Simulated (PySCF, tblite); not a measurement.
# C6H7N3O: geometry, infrared bands and NMR shifts

Aim: predict the infrared bands and NMR shifts of C6H7N3O (`O=Cc1cn(C2CC2)nn1`).

The runs use tblite 0.8.0 and PySCF 2.14.0, with density-fitted response routines of our own; the level of theory stands in each step. All values are computed, except where a source is named. Atoms are numbered from 0 throughout.

## 1. The starting structure

17 atoms, charge 0, multiplicity 1; geometry from: force field or distance geometry start.

Bonds of the start (Å): O0–C1 1.23, C1–C2 1.43, C2–C3 1.39, C3–N4 1.36, N4–C5 1.48, C5–C6 1.51, C6–C7 1.49, N4–N8 1.34, N8–N9 1.32, N9–C2 1.38, C7–C5 1.50, C1–H10 1.11, C3–H11 1.07, C5–H12 1.07, C6–H13 1.08, C6–H14 1.09, C7–H15 1.09, C7–H16 1.09.

## 2. Geometry optimisation with GFN2-xTB

What the job is given:

```
{"job": {"kind": "relax", "xc": "GFN2-xTB", "basis": "xTB"}, "charge": 0, "multiplicity": 1}
O      4.048900     0.630200     0.183900
C      3.483100    -0.448100     0.021800
C      2.071000    -0.619100    -0.115200
C      1.090500     0.371600    -0.129200
N     -0.064500    -0.334200    -0.278500
C     -1.407800     0.273600    -0.386400
C     -1.974900     1.158000     0.698600
C     -2.554500    -0.199900     0.464600
N      0.161800    -1.652900    -0.399500
N      1.462400    -1.842000    -0.286400
H      4.066600    -1.390800    -0.002300
H      1.127200     1.434900    -0.018700
H     -1.642900     0.545700    -1.399000
H     -2.552500     2.018300     0.398000
H     -1.409200     1.309600     1.615500
H     -2.377600    -0.978400     1.208700
H     -3.534600    -0.264400    -0.006000
```

The run is started by

```console
$ OMP_NUM_THREADS=1 python probes_run.py task.json out
```

This one command runs all jobs of the session in turn.

**Question.** This job is followed by: GFN2-xTB harmonic vibrations, gas phase; GIAO PBE0/pcSseg-1 NMR shielding, non-relativistic, gas phase. What will the session give for the following? strongest single infrared mode (GFN2-xTB); zero-point energy (GFN2-xTB); 13C shifts against TMS (PBE0/pcSseg-1, means over atoms taken as alike); 1H shifts against TMS (PBE0/pcSseg-1, means over atoms taken as alike); 17O shifts against H2O (PBE0/pcSseg-1); 15N shifts against NH3 (PBE0/pcSseg-1); surface potential, 1st and 99th percentile.

The runs gave:

| quantity | value |
| --- | --- |
| strongest single infrared mode (GFN2-xTB) | 1746 cm⁻¹, 413 km/mol |
| zero-point energy (GFN2-xTB) | 79.8 kcal/mol |
| 13C shifts against TMS (PBE0/pcSseg-1, means over atoms taken as alike) | 190.8, 153.1, 133.6, 32.9, 12.6 ppm |
| 1H shifts against TMS (PBE0/pcSseg-1, means over atoms taken as alike) | 10.39, 8.26, 3.58, 1.85, 1.21 ppm |
| 17O shifts against H2O (PBE0/pcSseg-1) | 660.7 ppm |
| 15N shifts against NH3 (PBE0/pcSseg-1) | 398.9, 388.2, 278.3 ppm |
| surface potential, 1st and 99th percentile | -1.66 V and 1.77 V |

What this shows: Relaxing lowered the energy by 0.298 eV in 131 steps; the close pair that moved most is N4–C5, from 1.478 to 1.418 Å. No mode is imaginary among the 45: a minimum at this level. The strongest single mode, at 1746 cm⁻¹, moves mainly C1 and O0. Unscaled tight-binding wavenumbers are off by several per cent, some by more. Its intensities can rank the bands wrongly. The most deshielded carbon is C1 (aldehyde carbonyl carbon), at 190.8 ppm: low-lying n→π* states of the double bond to the heteroatom give a large paramagnetic term (-245 ppm). H10 (hydrogen on an aldehyde carbonyl carbon) lies farthest downfield among hydrogen, at 10.39 ppm; deshielded by the polar, anisotropic C=O bond. At PBE0/pcSseg-1: The widest tensor belongs to O0: span 1348 ppm, with a paramagnetic part of -724 ppm. NICS(1)zz of -30 ppm above the planar ring from C2 marks a diatropic (aromatic) ring current. By nearest atom (PBE0/pcSseg-1), the HOMO sits on O0 66 %; H10 13 % and the LUMO on C1 28 %; O0 23 %.
